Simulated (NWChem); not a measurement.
# One shape, several levels: quartet Si2NH5F

Aim: a comparison of 6 runs (UHF/STO-3G, UHF/3-21G, UB3LYP/6-31G*, UM06-2X/6-31G*, UPBE0/6-31G*) of quartet Si2NH5F. 

The calculation is run with NWChem 7.3.0.

47 further runs of the same task are left out: 47 set aside as unsound or not needed.

## 1. Starting point

Si2NH5F: 9 atoms, total charge 0, spin state quartet. As SMILES of the parent species, `F[SiH2]N[SiH2]`. The shape is that of a PBE0-D4/def2-TZVP optimisation. This is one conformer, not always the lowest. That shape belongs to the parent species and isn't relaxed for this state.

Bond lengths: F1–Si2 1.600 Å, Si2–N3 1.712 Å, N3–Si4 1.736 Å, Si2–H5 1.480 Å, Si2–H6 1.477 Å, N3–H7 1.012 Å, Si4–H8 1.489 Å, Si4–H9 1.494 Å. Some angles: F1–Si2–N3 112.4°, Si2–N3–Si4 128.4°, F1–Si2–H5 106.1°, F1–Si2–H6 106.9°, N3–Si2–H5 109.2°, N3–Si2–H6 108.5°, Si2–N3–H7 115.7°, Si4–N3–H7 115.2°, N3–Si4–H8 106.6°, N3–Si4–H9 109.5°.

## 2. A single-point energy at UHF/STO-3G (run 1)

calc.xyz

```xyz
9
FH5NSi2 hf
F     -1.778200     1.208900    -1.181800
Si    -0.288000     1.123600    -0.604900
N      0.241500    -0.491400    -0.403000
Si     0.023600    -1.533600     0.967900
H      0.576300     1.799100    -1.598800
H     -0.302800     1.779800     0.718800
H      0.600400    -0.942200    -1.234500
H     -0.246300    -0.650000     2.136200
H      1.261800    -2.340700     1.182700
```

calc.nw

```
start calc
title "FH5NSi2 hf"
memory total 2200 mb
charge 0

geometry noautosym nocenter noautoz
   load calc.xyz
end

basis spherical bse
   F library STO-3G
   Si library STO-3G
   N library STO-3G
   H library STO-3G
end

scf
   quartet
   uhf
   thresh 1e-08
   maxiter 80
   print medium
end

task scf energy
```

The run is started by

```sh
$ nwchem calc.nw > calc.out
```

The log of the run:

```text
[...]
  functions       =    33
[...]
  wavefunction    = UHF
[...]
         Total SCF energy =   -725.563145009803
      One electron energy =  -1445.620897923858
      Two electron energy =    503.012485648327
 Nuclear repulsion energy =    217.045267265727
                       Sz =      1.5000
                 Sz(Sz+1) =      3.7500
                      S^2 =      3.7570
[...]
```

It took 3.6 s on 1 thread of Intel Xeon Platinum 8488C (Sapphire Rapids), shared host; peak memory 0.099 GiB.

## 3. The energy at UHF/3-21G (run 2)

job.nw

```
start job
title "FH5NSi2 energy"
memory stack 880 mb heap 220 mb global 1100 mb

geometry noautosym nocenter noautoz
  F    -1.778200    1.208900   -1.181800
  Si   -0.288000    1.123600   -0.604900
  N     0.241500   -0.491400   -0.403000
  Si    0.023600   -1.533600    0.967900
  H     0.576300    1.799100   -1.598800
  H    -0.302800    1.779800    0.718800
  H     0.600400   -0.942200   -1.234500
  H    -0.246300   -0.650000    2.136200
  H     1.261800   -2.340700    1.182700
end

basis spherical bse
  F library 3-21G
  Si library 3-21G
  N library 3-21G
  H library 3-21G
end

scf
  quartet
  uhf
  thresh 1e-08
  maxiter 80
end

task scf energy
```

The run is started by

```sh
$ nwchem job.nw > job.out
```

The log of the run:

```text
[...]
  functions       =    54
[...]
  wavefunction    = UHF
[...]
         Total SCF energy =   -730.570333040326
      One electron energy =  -1444.207582849509
      Two electron energy =    496.591982543455
 Nuclear repulsion energy =    217.045267265727
                       Sz =      1.5000
                 Sz(Sz+1) =      3.7500
                      S^2 =      3.7640
[...]
```

Run time: 6.6 s. Hardware: 1 thread of Intel Xeon Platinum 8488C (Sapphire Rapids), shared host; peak memory 0.099 GiB.

Runs 3 to 5 aren't shown in full; the table further down has their settings and results.

## 4. The energy at UPBE0/6-31G(d) (spherical functions) (run 6)

run.py

```python
from ase import Atoms
from ase.calculators.nwchem import NWChem

molecule = Atoms('FSiNSiHHHHH', positions=[
    [-1.778200, 1.208900, -1.181800],
    [-0.288000, 1.123600, -0.604900],
    [0.241500, -0.491400, -0.403000],
    [0.023600, -1.533600, 0.967900],
    [0.576300, 1.799100, -1.598800],
    [-0.302800, 1.779800, 0.718800],
    [0.600400, -0.942200, -1.234500],
    [-0.246300, -0.650000, 2.136200],
    [1.261800, -2.340700, 1.182700],
])

calc = NWChem(
    label='input',
    theory='dft',
    memory='2200 mb',
    basis='6-31G*',
    basispar='spherical bse',
    dft={'xc': 'pbe0', 'mult': '4', 'grid': 'xfine', 'convergence': 'energy 1e-08', 'iterations': '100', 'mulliken': None},
    task='energy',
)
molecule.calc = calc

e = molecule.get_potential_energy()
print(f"E = {e:.6f} eV")
```

The run is started by

```sh
$ export ASE_NWCHEM_COMMAND="nwchem PREFIX.nwi > PREFIX.nwo"
$ python run.py
```

The log of the run:

```text
E = -20025.704018 eV
```

The calculator wrote input.nwi:

```
title "input"

permanent_dir input

scratch_dir input

start input

geometry units angstrom nocenter noautosym noautoz
  F  -1.7782000000000000e+00 1.2089000000000001e+00 -1.1818000000000000e+00
  Si -2.8799999999999998e-01 1.1235999999999999e+00 -6.0489999999999999e-01
  N  2.4149999999999999e-01 -4.9140000000000000e-01 -4.0300000000000002e-01
  Si 2.3599999999999999e-02 -1.5336000000000001e+00 9.6789999999999998e-01
  H  5.7630000000000003e-01 1.7990999999999999e+00 -1.5988000000000000e+00
  H  -3.0280000000000001e-01 1.7798000000000000e+00 7.1879999999999999e-01
  H  6.0040000000000004e-01 -9.4220000000000004e-01 -1.2344999999999999e+00
  H  -2.4629999999999999e-01 -6.5000000000000002e-01 2.1362000000000001e+00
  H  1.2618000000000000e+00 -2.3407000000000000e+00 1.1827000000000001e+00
end

memory 2200 mb

basis spherical bse noprint
   * library 6-31G*
end

dft
  xc pbe0
  mult 4
  grid xfine
  convergence energy 1e-08
  iterations 100
  mulliken
end

task dft energy
```

input.nwo:

```text
Northwest Computational Chemistry Package (NWChem) 7.3.0
             --------------------------------------------------------

           Job information
           ---------------

    nwchem branch   = 7.3.0
    use scalapack   = T
    input           = input.nwi
    prefix          = input.
    data base       = input/input.db
    status          = startup
    nproc           =        1

           Memory information
           ------------------

    heap     =     72089598 doubles =      550.0 Mbytes
    stack    =     72089595 doubles =      550.0 Mbytes
    global   =    144179200 doubles =     1100.0 Mbytes (distinct from heap & stack)
    total    =    288358393 doubles =     2200.0 Mbytes
    verify   = yes
    hardfail = no

[... 107 lines left out ...]
  convergence criterion.
[... 17 lines left out ...]
          Convergence on gradient requested:  5.00D-04
[... 26 lines left out ...]
          Convergence aids based upon iterative change in
[... 28 lines left out ...]
 1-e energy   =   -1448.465274
[... 67 lines left out ...]
         Total DFT energy =     -735.931054746359
[... 2 lines left out ...]
    Exchange-Corr. energy =      -60.736252372854
[... 526 lines left out ...]
                     DFT Final Beta Molecular Orbital Analysis
[... 607 lines left out ...]
 center of mass
 --------------
 x =  -0.72163905 y =   0.08562061 z =  -0.33627238

 moments of inertia (a.u.)
 ------------------
         779.528682283146         192.212874187855        -131.294929724730
         192.212874187855         446.007422319554         317.044530386240
        -131.294929724730         317.044530386240         704.731502262302

     Multipole analysis of the density
     ---------------------------------

     L   x y z        total         alpha         beta         nuclear
     -   - - -        -----         -----         ----         -------
     0   0 0 0     -0.000000    -26.000000    -23.000000     49.000000

     1   1 0 0      0.613203     15.645035     15.440945    -30.472776
[... 8 lines of this table left out ...]
     2   0 0 2    -32.353701    -99.131930    -85.006149    151.784378

 Task  times  cpu:       72.0s     wall:       72.0s
 Total times  cpu:       72.1s     wall:       72.1s
```

It took 74 s on 1 thread of Intel Xeon Platinum 8488C (Sapphire Rapids), shared host; peak memory 0.14 GiB.

## 5. All runs side by side

```
run                                 level  Cartesian functions  iteration cap  energy (Eh)  dipole moment (D)   ⟨S²⟩  wall time
  1                            UHF/STO-3G                   no             80  -725.563145               1.80  3.757      3.6 s
  2                             UHF/3-21G                   no             80  -730.570333               3.67  3.764      6.6 s
  3   UB3LYP/6-31G* (Cartesian functions)                  yes            100  -736.381892                  –  3.754       77 s
  4   UB3LYP/6-31G* (spherical functions)                   no            100  -736.375384               2.15  3.754       71 s
  5  UM06-2X/6-31G* (spherical functions)                   no            100  -736.218794               2.30  3.755      2 min
  6    UPBE0/6-31G* (spherical functions)                   no            100  -735.931055               2.40  3.755       74 s
```

## 6. Summary of results

| quantity | value |
| --- | --- |
| run 6: total energy | -735.93105 Eh |
| run 6: dipole moment | 2.40 D |
| run 6: HOMO energy (highest over α and β) | -2.04 eV |
| run 6: ⟨S²⟩ | 3.755 |

In words: Over runs 1, 2, 4, 5, 6 the dipole moment (its size) runs from 1.80 D (UHF/STO-3G) to 3.67 D (UHF/3-21G). Totals of different functionals can't be ranked against each other. In run 1 the basis is minimal, so the values are rough. All runs together took 5.8 min, the longest 2 min.
